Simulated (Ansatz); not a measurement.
I need an equation of state with a fit of GdCd, space group Pm-3m. Use the Ansatz DFT code, driven from Python. Settings (first run): PBEsol, PAW, cutoff 510 eV, 8×8×8 k-points, Fermi-Dirac smearing of 0.1 eV, collinear spin.

```
CELL_PARAMETERS angstrom
3.75959 0.00000 0.00000
0.00000 3.75959 0.00000
0.00000 0.00000 3.75959
ATOMIC_POSITIONS crystal
Gd 0.50000 0.50000 0.50000
Cd 0.00000 0.00000 0.00000
```

Script `eos.py`:
```python
"""Equation of state of GdCd."""

import ansatz
import numpy as np
from pymatgen.analysis.eos import EOS

VECTORS = np.array([
    [3.759587, 0.0, 0.0],
    [0.0, 3.759587, 0.0],
    [0.0, 0.0, 3.759587],
])
SITES = [
    ("Gd", (0.5, 0.5, 0.5), 7),
    ("Cd", (0.0, 0.0, 0.0), 0.0),
]


def on_lattice(cell):
    crystal = ansatz.Crystal(lattice=ansatz.Lattice.of(cell))
    for symbol, position, moment in SITES:
        crystal = crystal.atom(symbol, position, moment=moment or None)
    return crystal

# uniform scaling of the cell
volumes, energies, pressures = [], [], []
for scale in np.linspace(0.94, 1.06, 7):
    cell = VECTORS * scale ** (1 / 3)
    base = on_lattice(cell).calculation()
    base = base.functional("pbesol")
    base = base.basis(510).occupations("fermi_dirac", width=0.1)
    base = base.spin(ansatz.SpinTreatment.COLLINEAR)
    base = base.kpoints(8, 8, 8).stress()
    summary = base.run(threads=1, pin="off").report
    volumes.append(abs(np.linalg.det(cell)) / len(SITES))
    energies.append(summary["free_energy_ev"] / len(SITES))
    pressures.append(np.trace(summary["stress_gpa"]) / 3)
    print(f"V = {volumes[-1]:8.4f} A^3/atom  F = {energies[-1]:.5f} eV/atom  P = {pressures[-1]:8.3f} GPa")

for form in ["birch_murnaghan", "pourier_tarantola"]:
    fit = EOS(eos_name=form).fit(volumes, energies)
    print(f"{form:18s} V0 {fit.v0:8.4f} A^3/atom  B0 {fit.b0_GPa:7.1f} GPa  B1 {fit.b1:5.2f}")
```

`python eos.py` gives:
```text
V =  24.9757 A^3/atom  F = -8706.38724 eV/atom  P =    1.687 GPa
V =  25.5071 A^3/atom  F = -8706.39070 eV/atom  P =    0.423 GPa
V =  26.0385 A^3/atom  F = -8706.39020 eV/atom  P =   -0.703 GPa
V =  26.5699 A^3/atom  F = -8706.38617 eV/atom  P =   -1.707 GPa
V =  27.1013 A^3/atom  F = -8706.37899 eV/atom  P =   -2.601 GPa
V =  27.6327 A^3/atom  F = -8706.36902 eV/atom  P =   -3.397 GPa
V =  28.1641 A^3/atom  F = -8706.35655 eV/atom  P =   -4.106 GPa
birch_murnaghan    V0  25.6994 A^3/atom  B0    55.3 GPa  B1  4.61
pourier_tarantola  V0  25.7001 A^3/atom  B0    55.3 GPa  B1  4.44
```

A third-order Birch-Murnaghan fit through the 7 points has its minimum at 25.70 Å³ an atom, 3.3 % below the typed cell, with a bulk modulus of 55 GPa and dB/dP = 4.6. From that minimum the energy rises by 3.7 meV an atom on the compressed side and 34.4 meV on the expanded side. The window is off centre, so dB/dP is rough.

Reading the output:
- Absolute energies stand on the zero of these potentials, so only differences at equal settings mean something.
- Open f shells: without a Hubbard U, without spin-orbit coupling; the state reached hangs on the start and needn't be the lowest.
- For a metal this k-point mesh is coarse: on a finer one energies can move by several to tens of meV an atom and pressures by half a GPa or more, differences at one mesh by less.
- Pressure is positive in compression.
- The structure comes from a database of computed cells and needn't be a stable or known phase.
- The whole script took 2 min on 1 thread of Arm Neoverse N1 (shared host), peak memory 0.61 GiB.
